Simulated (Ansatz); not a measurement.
# H4O3Sn: the cost of one run

Program: Ansatz 0.2.0. Level of theory: RKS PBE-D4/def2-SVP. These are calculated values, not measurements.

### Step 1. Starting point

Bond lengths: Sn1–O2 1.960 Å, O2–H3 1.010 Å, Sn1–H4 1.740 Å, Sn1–O5 1.959 Å, O5–H6 1.010 Å, Sn1–O7 1.959 Å, O7–H8 1.010 Å. Angles: Sn1–O2–H3 109.5°, O2–Sn1–H4 109.4°, O2–Sn1–O5 109.5°, O2–Sn1–O7 109.5°, H4–Sn1–O5 109.5°, H4–Sn1–O7 109.5°, O5–Sn1–O7 109.5°, Sn1–O5–H6 109.5°, Sn1–O7–H8 109.5°.

Structure file:

```xyz
8

Sn    0.0000    0.0000    0.0000
O     0.0000    0.0000    1.9600
H    -0.9095   -0.2814    2.2971
H     1.6408    0.0000   -0.5794
O    -0.9232    1.5994   -0.6527
H    -1.8810    1.3686   -0.8751
O    -0.9232   -1.5994   -0.6527
H    -1.3778   -2.0650    0.1197
```

### Step 2. Preparing the start

Input file input.yaml:

```yaml
crystal:
  periodic: [false, false, false]
  atoms:
    - { symbol: Sn, position_ang: [0.0, 0.0, 0.0] }
    - { symbol: O, position_ang: [0.0, 0.0, 1.96] }
    - { symbol: H, position_ang: [-0.9095, -0.2814, 2.2971] }
    - { symbol: H, position_ang: [1.6408, 0.0, -0.5794] }
    - { symbol: O, position_ang: [-0.9232, 1.5994, -0.6527] }
    - { symbol: H, position_ang: [-1.881, 1.3686, -0.8751] }
    - { symbol: O, position_ang: [-0.9232, -1.5994, -0.6527] }
    - { symbol: H, position_ang: [-1.3778, -2.065, 0.1197] }
basis:
  gaussian: { orbitals: def2-SVP }
hamiltonian:
  xc: pbe
  dispersion: d4
relax:
  f_tol: 0.02
  max_steps: 40
```

The run is started by

```bash
> ansatz run input.yaml --threads 1 --pin off --max-ram 2048MiB --backend cpu --events-out ev --progress --plain --runs-dir out
```

What time and memory should one allow on 1 thread of Arm Neoverse V1, shared host?

About 44 s, with a peak of 0.12 GiB.
